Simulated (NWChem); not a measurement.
**Plane-wave run on BP (space group F-43m)**

```xyz
2
Lattice="0.0000 2.2661 2.2661 2.2661 0.0000 2.2661 2.2661 2.2661 0.0000" Properties=species:S:1:pos:R:3 pbc="T T T"
B      0.0000     0.0000     0.0000
P      1.1330     1.1330     1.1330
```

The numbers come from NWChem runs, not from measurements. Origin of the cell: Materials Project cell, not relaxed here.

Norm-conserving pseudopotentials with valence charges B 3, P 5, fixed occupations, no spin-orbit coupling, density cut at twice the wavefunction cutoff.

Level: LDA (Vosko), default library, cutoff 30 Ha, density from a 6×6×6 mesh. Bands run along Γ–X–U|K–Γ–L–W–X with k in units of the cell's reciprocal vectors.

**Question.** Give the band energies at the labelled points, in eV from the valence-band top.

**Answer.** 
```json
[
 {"point": "Γ", "k": "0.000 0.000 0.000", "band 1": "-15.40", "band 2": "0.00", "band 3": "0.00", "band 4": "0.00", "band 5": "3.42", "band 6": "3.42"},
 {"point": "X", "k": "-0.500 -0.500 0.000", "band 1": "-10.55", "band 2": "-8.46", "band 3": "-4.09", "band 4": "-4.09", "band 5": "1.36", "band 6": "1.59"},
 {"point": "U", "k": "-0.375 -0.375 0.250", "band 1": "-10.54", "band 2": "-8.04", "band 3": "-6.23", "band 4": "-3.48", "band 5": "2.13", "band 6": "5.94"},
 {"point": "K", "k": "-0.375 0.000 0.375", "band 1": "-10.54", "band 2": "-8.04", "band 3": "-6.23", "band 4": "-3.48", "band 5": "2.13", "band 6": "5.94"},
 {"point": "L", "k": "0.000 0.000 0.500", "band 1": "-12.05", "band 2": "-8.99", "band 3": "-1.74", "band 4": "-1.74", "band 5": "3.80", "band 6": "4.72"},
 {"point": "W", "k": "-0.500 -0.250 0.250", "band 1": "-10.27", "band 2": "-7.91", "band 3": "-5.67", "band 4": "-5.48", "band 5": "5.26", "band 6": "6.71"}
]
```
Bands up to 4 are filled.
